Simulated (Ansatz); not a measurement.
# F₃H₄NO₂Si₂: geometry optimisation

What shape does F₃H₄NO₂Si₂ take? The plan is to relax it.

Computed with Ansatz 0.2.0, Gaussian basis. Level: RKS PBE0-D4/def2-TZVP.

Plan: relaxation at PBE0-D4/def2-TZVP.

1 further run of the same task is left out (set aside as unsound or not needed).

**1. The system as given**

SMILES `O[SiH](F)N[Si](O)(F)F`, 12 atoms, charge 0, spin multiplicity 1.

Atoms are counted from 1 here; the program's logs count them from 0.

Bond lengths: O1–Si2 1.603 Å, O1–H9 0.955 Å, Si2–F3 1.605 Å, Si2–N4 1.733 Å, Si2–H10 1.444 Å, N4–Si5 1.694 Å, N4–H11 1.004 Å, Si5–O6 1.599 Å, Si5–F7 1.604 Å, Si5–F8 1.599 Å, O6–H12 0.954 Å. Angles: Si2–O1–H9 122.8°, O1–Si2–F3 109.8°, O1–Si2–N4 111.4°, O1–Si2–H10 109.2°, F3–Si2–N4 103.3°, F3–Si2–H10 107.7°, N4–Si2–H10 115.2°, Si2–N4–Si5 125.0°, Si2–N4–H11 117.0°, Si5–N4–H11 117.1°, N4–Si5–O6 109.4°, N4–Si5–F7 109.7°, N4–Si5–F8 113.9°, O6–Si5–F7 112.3°, O6–Si5–F8 111.5°, F7–Si5–F8 99.8°, Si5–O6–H12 121.2°.

Geometry (Å):

```xyz
12
F3H4NO2Si2
O     1.61889    0.15470   -1.68891
Si    0.27771    0.99274   -1.42893
F     0.61310    2.56250   -1.41123
N    -0.35238    0.70187    0.15874
Si   -0.41705   -0.81182    0.91746
O    -0.99421   -0.63831    2.39883
F     1.03886   -1.48438    0.90546
F    -1.23323   -1.91358    0.09539
H     2.02730   -0.38865   -1.01871
H    -0.64855    0.75476   -2.51097
H    -0.85215    1.45518    0.59659
H    -1.07829   -1.38500    2.98628
```

The start is a GFN2-xTB geometry.

**2. Geometry optimisation, PBE0-D4/def2-TZVP**

The input, in.yaml:

```yaml
crystal:
  periodic: [false, false, false]
  atoms:
    - {symbol: O, position_ang: [1.618890, 0.154700, -1.688910]}
    - {symbol: Si, position_ang: [0.277710, 0.992740, -1.428930]}
    - {symbol: F, position_ang: [0.613100, 2.562500, -1.411230]}
    - {symbol: N, position_ang: [-0.352380, 0.701870, 0.158740]}
    - {symbol: Si, position_ang: [-0.417050, -0.811820, 0.917460]}
    - {symbol: O, position_ang: [-0.994210, -0.638310, 2.398830]}
    - {symbol: F, position_ang: [1.038860, -1.484380, 0.905460]}
    - {symbol: F, position_ang: [-1.233230, -1.913580, 0.095390]}
    - {symbol: H, position_ang: [2.027300, -0.388650, -1.018710]}
    - {symbol: H, position_ang: [-0.648550, 0.754760, -2.510970]}
    - {symbol: H, position_ang: [-0.852150, 1.455180, 0.596590]}
    - {symbol: H, position_ang: [-1.078290, -1.385000, 2.986280]}
basis:
  gaussian: {orbitals: def2-TZVP}
hamiltonian: {xc: pbe0, dispersion: d4}
relax: {f_tol: 0.005, max_steps: 150}
```

Launch:

```sh
ansatz run in.yaml --threads 2 --pin off --events-out ev --progress --plain --max-ram 31744MiB --backend cuda --devices 0, --max-vram 18GiB
```

**Question.** What will the summary of the whole plan be? Wanted: point group; shift from the start; total energy; dispersion term; dipole moment.

**Answer**, as computed:

| quantity | value |
| --- | --- |
| point group | C1 |
| steps | 15 |
| shift from the start (rms) | 0.257 Å |
| total energy | -29552.3209 eV |
| dispersion term | -284 meV |
| dipole moment | 2.70 D |

What this shows: The atoms moved 0.26 Å (rms) from the start; the bond that changed most is Si2–H10, from 1.444 to 1.470 Å. No vibrations were run, so it is not proven to be a minimum. The largest Mulliken charge, +0.84 e, sits on Si5.
